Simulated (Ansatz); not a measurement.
# GeH4SSi: how energies converge with the basis set

One table from this session's results is given with a row withheld; the runs are named, their logs left out.

The runs use Ansatz 0.2.0, Gaussian basis; one geometry, several basis sets.

Levels to be run: PBE0-D4/def2-SVP; ωB97M-V/def2-SVP; PBE0-D4/def2-QZVPP; ωB97M-V/def2-QZVPP; the functionals' def2-TZVPP values are taken from earlier runs.

### The geometry

All runs share one geometry, relaxed beforehand with PBE0-D4 in a triple-zeta def2 set.

SMILES `[SiH2]1[S][GeH2]1`, 7 atoms, charge 0, spin multiplicity 1.

Atoms are counted from 1 here; the program's logs count them from 0.

Bond lengths: Si1–S2 2.129 Å, Si1–Ge3 2.295 Å, Si1–H4 1.482 Å, Si1–H5 1.482 Å, S2–Ge3 2.279 Å, Ge3–H6 1.531 Å, Ge3–H7 1.531 Å. Angles: S2–Si1–Ge3 61.9°, S2–Si1–H4 116.8°, S2–Si1–H5 116.8°, Ge3–Si1–H4 120.5°, Ge3–Si1–H5 120.5°, H4–Si1–H5 111.7°, Si1–S2–Ge3 62.6°, Si1–Ge3–S2 55.5°, Si1–Ge3–H6 123.1°, Si1–Ge3–H7 123.1°, S2–Ge3–H6 111.7°, S2–Ge3–H7 111.7°, H6–Ge3–H7 113.1°.

Geometry (Å):

```xyz
7

Si   -0.9788   -0.2612   -0.5576
S    -0.2072    1.7040   -0.2818
Ge    1.0042   -0.0263    0.5727
H    -0.9971   -0.7830   -1.9444
H    -2.2249   -0.5978    0.1702
H     1.0932    0.0448    2.0996
H     2.3720   -0.1484   -0.1045
```

The first run:

The input, in.yaml:

```yaml
crystal:
  periodic: [false, false, false]
  atoms:
    - {symbol: Si, position_ang: [-0.978815, -0.261231, -0.557605]}
    - {symbol: S, position_ang: [-0.207163, 1.704049, -0.281767]}
    - {symbol: Ge, position_ang: [1.004170, -0.026319, 0.572740]}
    - {symbol: H, position_ang: [-0.997132, -0.782972, -1.944380]}
    - {symbol: H, position_ang: [-2.224901, -0.597802, 0.170173]}
    - {symbol: H, position_ang: [1.093167, 0.044768, 2.099647]}
    - {symbol: H, position_ang: [2.371977, -0.148393, -0.104509]}
basis:
  gaussian: {orbitals: def2-SVP}
hamiltonian: {xc: pbe0, dispersion: d4}
output: {orbitals: {seedname: orbitals}}
```

Command:

```console
$ ansatz run in.yaml --threads 2 --pin off --events-out ev --progress --plain --max-ram 4352MiB
```

Steps of the session up to this table: PBE0-D4 in def2-SVP; ωB97M-V in def2-SVP; PBE0-D4 in def2-QZVPP; ωB97M-V in def2-QZVPP.

One of the session's tables, all rows but one given; the rest of the session is left out.

It belongs to the step «Density functionals: the series». 

| functional | basis | HOMO (eV) |
| --- | --- | --- |
| PBE0-D4 | def2-SVP | -7.21 |
| PBE0-D4 | def2-TZVPP | -7.24 |
| PBE0-D4 | def2-QZVPP | -7.25 |
| ωB97M-V | def2-SVP | -9.14 |
| ωB97M-V | def2-TZVPP | -9.18 |
| ωB97M-V | def2-QZVPP | ? |

**Question.** Estimate the row for ωB97M-V, def2-QZVPP.

**Answer.** HOMO (eV): -9.19. In the column «HOMO (eV)» it is the lowest.
